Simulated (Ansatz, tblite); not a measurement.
**2x3x3 LiCl rock-salt block (Li₉Cl₉): rung by rung**

One table from this session's results is given with a row withheld; the runs are named, their logs left out.

The runs use Ansatz 0.2.0, Gaussian basis; as each input shows.

Plan: GFN1-xTB, GFN2-xTB, PBE-D4/def2-TZVP, r2SCAN-D4/def2-TZVP, r2SCAN0-D4/def2-TZVP, BLYP-D4/def2-TZVP, PBE-D4/def2-SVP, PBE0-D4/def2-SVP, HF/STO-3G, HF/6-31G, B3LYP-D4/6-31G, MP2/def2-SVP.

## The geometry

The singlet was relaxed beforehand with PBE-D4/def2-SVP.

18 atoms, charge 0, spin multiplicity 1.

Bond lengths: Li1–Cl2 2.306 Å, Li1–Cl4 2.306 Å, Li1–Cl10 2.258 Å, Cl2–Li3 2.306 Å, Cl2–Li5 2.552 Å, Cl2–Li11 2.563 Å, Li3–Cl6 2.306 Å, Li3–Cl12 2.258 Å, Cl4–Li5 2.552 Å, Cl4–Li7 2.306 Å, Cl4–Li13 2.563 Å, Li5–Cl6 2.552 Å, Li5–Cl8 2.552 Å, Li5–Cl14 2.499 Å, Cl6–Li9 2.306 Å, Cl6–Li15 2.563 Å, Li7–Cl8 2.306 Å, Li7–Cl16 2.258 Å and more. Angles: Cl2–Li1–Cl4 102.8°, Cl2–Li1–Cl10 107.1°, Cl4–Li1–Cl10 107.1°, Li1–Cl2–Li3 148.7°, Li1–Cl2–Li5 81.1°, Li1–Cl2–Li11 76.2°, Li3–Cl2–Li5 81.1°, Li3–Cl2–Li11 76.2°, Li5–Cl2–Li11 83.0°, Cl2–Li3–Cl6 102.8°, Cl2–Li3–Cl12 107.1°, Cl6–Li3–Cl12 107.1°, Li1–Cl4–Li5 81.1°, Li1–Cl4–Li7 148.7°, Li1–Cl4–Li13 76.2°, Li5–Cl4–Li7 81.1°, Li5–Cl4–Li13 83.0°, Li7–Cl4–Li13 76.2° and more.

Geometry (Å):

```
Li   -0.9265   -2.2188   -2.2219
Cl   -1.4561   -2.5478   -0.0020
Li   -0.9286   -2.2211    2.2188
Cl   -1.4538    0.0020   -2.5490
Li   -1.3232    0.0006   -0.0006
Cl   -1.4562   -0.0006    2.5477
Li   -0.9245    2.2219   -2.2196
Cl   -1.4538    2.5491    0.0007
Li   -0.9265    2.2196    2.2211
Cl    1.3170   -2.4027   -2.4040
Li    1.1003   -2.3672   -0.0007
Cl    1.3147   -2.4052    2.4027
Li    1.1025    0.0007   -2.3662
Cl    1.1758   -0.0005    0.0005
Li    1.1003   -0.0017    2.3672
Cl    1.3191    2.4039   -2.4015
Li    1.1025    2.3662    0.0018
Cl    1.3169    2.4015    2.4053
```

PBE0-D4/def2-TZVP was run before; its log isn't repeated, and its numbers join the tables.

Set-up of the first run:

Tight binding, by tblite at 300 K electronic temperature and without a spin-polarisation term:

```python
tblite.interface.Calculator('GFN1-xTB', numbers, positions, charge=0, uhf=0).singlepoint()
```

Tight binding, by tblite at 300 K electronic temperature and without a spin-polarisation term:

```python
tblite.interface.Calculator('GFN2-xTB', numbers, positions, charge=0, uhf=0).singlepoint()
```

start.molden holds the orbitals of an earlier run on this state, given as this run's starting guess.

Input file in.yaml:

```yaml
crystal:
  periodic: [false, false, false]
  atoms:
    - {symbol: Li, position_ang: [-0.926529, -2.218763, -2.221909]}
    - {symbol: Cl, position_ang: [-1.456093, -2.547756, -0.001988]}
    - {symbol: Li, position_ang: [-0.928619, -2.221059, 2.218778]}
    - {symbol: Cl, position_ang: [-1.453822, 0.001977, -2.549025]}
    - {symbol: Li, position_ang: [-1.323172, 0.000601, -0.000628]}
    - {symbol: Cl, position_ang: [-1.456160, -0.000627, 2.547672]}
    - {symbol: Li, position_ang: [-0.924539, 2.221908, -2.219603]}
    - {symbol: Cl, position_ang: [-1.453761, 2.549091, 0.000671]}
    - {symbol: Li, position_ang: [-0.926549, 2.219649, 2.221089]}
    - {symbol: Cl, position_ang: [1.316953, -2.402743, -2.404036]}
    - {symbol: Li, position_ang: [1.100332, -2.367198, -0.000749]}
    - {symbol: Cl, position_ang: [1.314701, -2.405153, 2.402702]}
    - {symbol: Li, position_ang: [1.102513, 0.000668, -2.366206]}
    - {symbol: Cl, position_ang: [1.175832, -0.000546, 0.000507]}
    - {symbol: Li, position_ang: [1.100336, -0.001691, 2.367161]}
    - {symbol: Cl, position_ang: [1.319116, 2.403930, -2.401476]}
    - {symbol: Li, position_ang: [1.102503, 2.366175, 0.001774]}
    - {symbol: Cl, position_ang: [1.316939, 2.401527, 2.405256]}
basis:
  gaussian: {orbitals: def2-TZVP, initial_orbitals: start.molden}
hamiltonian: {xc: pbe, dispersion: d4}
scf: {omitted_lower_state_checks: [starts]}
output: {orbitals: {seedname: orbitals}}
```

Started as:

```bash
$ ansatz run in.yaml --threads 4 --pin off --events-out ev --progress --plain --max-ram 9574MiB
```

Among the steps run: PBE-D4/def2-TZVP; r2SCAN-D4/def2-TZVP; r2SCAN0-D4/def2-TZVP; BLYP-D4/def2-TZVP; PBE-D4/def2-SVP; PBE0-D4/def2-SVP; HF/STO-3G; HF/6-31G; B3LYP-D4/6-31G; MP2/def2-SVP.

One table of the session follows, with a row left open; its other results are not shown here.

It belongs to the step «Binding energy». 

```
               level  binding an atom (eV)
           HF/STO-3G                 3.361
            HF/6-31G                 2.567
         HF/def2-SVP                 2.759
     PBE-D4/def2-SVP                 3.419
    PBE-D4/def2-TZVP                 3.244
   BLYP-D4/def2-TZVP                 3.194
 r2SCAN-D4/def2-TZVP                 3.285
      B3LYP-D4/6-31G                 3.190
    PBE0-D4/def2-SVP                 3.399
   PBE0-D4/def2-TZVP                     ?
r2SCAN0-D4/def2-TZVP                 3.261
        MP2/def2-SVP                 3.261
```

Estimate the missing values for PBE0-D4/def2-TZVP.

**Answer.** binding an atom (eV): 3.229. In the column «binding an atom (eV)» it lies between BLYP-D4/def2-TZVP (3.194) and PBE-D4/def2-TZVP (3.244).

Limits of these values: Free atoms were run apart at each level; binding is atoms less cluster, divided by the number of atoms, without zero-point or spin-orbit terms.
